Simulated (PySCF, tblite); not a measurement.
# C₅H₉BSSi: geometry, infrared bands and NMR shifts

Aim: predict the infrared bands and NMR shifts of C₅H₉BSSi (`BCc1cc([SiH3])cs1`).

Computed with tblite 0.8.0 and PySCF 2.14.0, with density-fitted response routines of our own, on a single molecule in the gas phase. Atoms are numbered from 0 throughout.

**1. The starting structure**

17 atoms, charge 0, multiplicity 1; geometry from: force field or distance geometry start.

Bonds of the start (Å): B0–C1 1.59, C1–C2 1.51, C2–C3 1.38, C3–C4 1.41, C4–Si5 1.84, C4–C6 1.39, C6–S7 1.67, S7–C2 1.67, B0–H8 1.18, B0–H9 1.18, C1–H10 1.10, C1–H11 1.10, C3–H12 1.08, Si5–H13 1.47, Si5–H14 1.47, Si5–H15 1.48, C6–H16 1.08.

**2. Optimising the geometry with GFN2-xTB**

What the job is given:

```
{"job": {"kind": "relax", "xc": "GFN2-xTB", "basis": "xTB"}, "charge": 0, "multiplicity": 1}
B     -3.094900     0.200500     0.560200
C     -2.265300     0.456100    -0.773300
C     -0.877500    -0.123000    -0.613500
C      0.210400     0.537900    -0.075100
C      1.351800    -0.280700    -0.000700
Si     2.972800     0.318100     0.618700
C      1.162700    -1.555700    -0.519300
S     -0.431500    -1.685700    -1.013600
H     -3.504600    -0.889600     0.771200
H     -2.864500     0.861900     1.515100
H     -2.201400     1.541300    -0.959700
H     -2.781400    -0.032700    -1.618200
H      0.178500     1.555700     0.294100
H      2.761700     1.336300     1.656400
H      3.739600     0.914400    -0.486400
H      3.725300    -0.808000     1.205600
H      1.911300    -2.334900    -0.571400
```

Run with:

```console
OMP_NUM_THREADS=1 python probes_run.py task.json out
```

The driver reads the jobs from task.json and runs them one after another.

**Question.** This job is followed by: GFN2-xTB harmonic vibrations, gas phase; GIAO PBE0/pcSseg-1 NMR shielding, non-relativistic, gas phase. What will the session give for the following? strongest single infrared mode (GFN2-xTB); zero-point energy (GFN2-xTB); 13C shifts against TMS (PBE0/pcSseg-1); 1H shifts against TMS (PBE0/pcSseg-1, means over atoms taken as alike); 11B shifts against BF3·OEt2 (PBE0/pcSseg-1); 29Si shifts against TMS (PBE0/pcSseg-1); 33S shifts against CS2 (PBE0/pcSseg-1); surface potential, 1st and 99th percentile.

As calculated:

```
                                                              quantity                                 value
                             strongest single infrared mode (GFN2-xTB)                  783 cm⁻¹, 485 km/mol
                                          zero-point energy (GFN2-xTB)                         73.4 kcal/mol
                                13C shifts against TMS (PBE0/pcSseg-1)  151.2, 149.4, 133.6, 128.9, 32.6 ppm
1H shifts against TMS (PBE0/pcSseg-1, means over atoms taken as alike)      7.63, 7.17, 5.05, 4.55, 3.31 ppm
                           11B shifts against BF3·OEt2 (PBE0/pcSseg-1)                              38.0 ppm
                               29Si shifts against TMS (PBE0/pcSseg-1)                             -79.7 ppm
                                33S shifts against CS2 (PBE0/pcSseg-1)                               297 ppm
                                 surface potential, 1st and 99th percentile                    -0.51 V and 1.19 V
```

**Reading.** Relaxing lowered the energy by 0.408 eV in 96 steps; the close pair that moved most is C2–S7, from 1.674 to 1.741 Å. All 45 modes are real, so the xTB geometry is a minimum. Unscaled tight-binding wavenumbers are off by several per cent, some by more. Its intensities can rank the bands wrongly. At PBE0/pcSseg-1: The widest tensor belongs to S7: span 301 ppm, with a paramagnetic part of -852 ppm. NICS(1)zz of -25 ppm above the planar ring from C2 marks a diatropic (aromatic) ring current. At PBE0/pcSseg-1, counted by nearest atom on the grid, the HOMO lies on C2, C6 about 23 % each; C3, C4 about 11 % each, the LUMO on B0 23 %; C6 15 %.
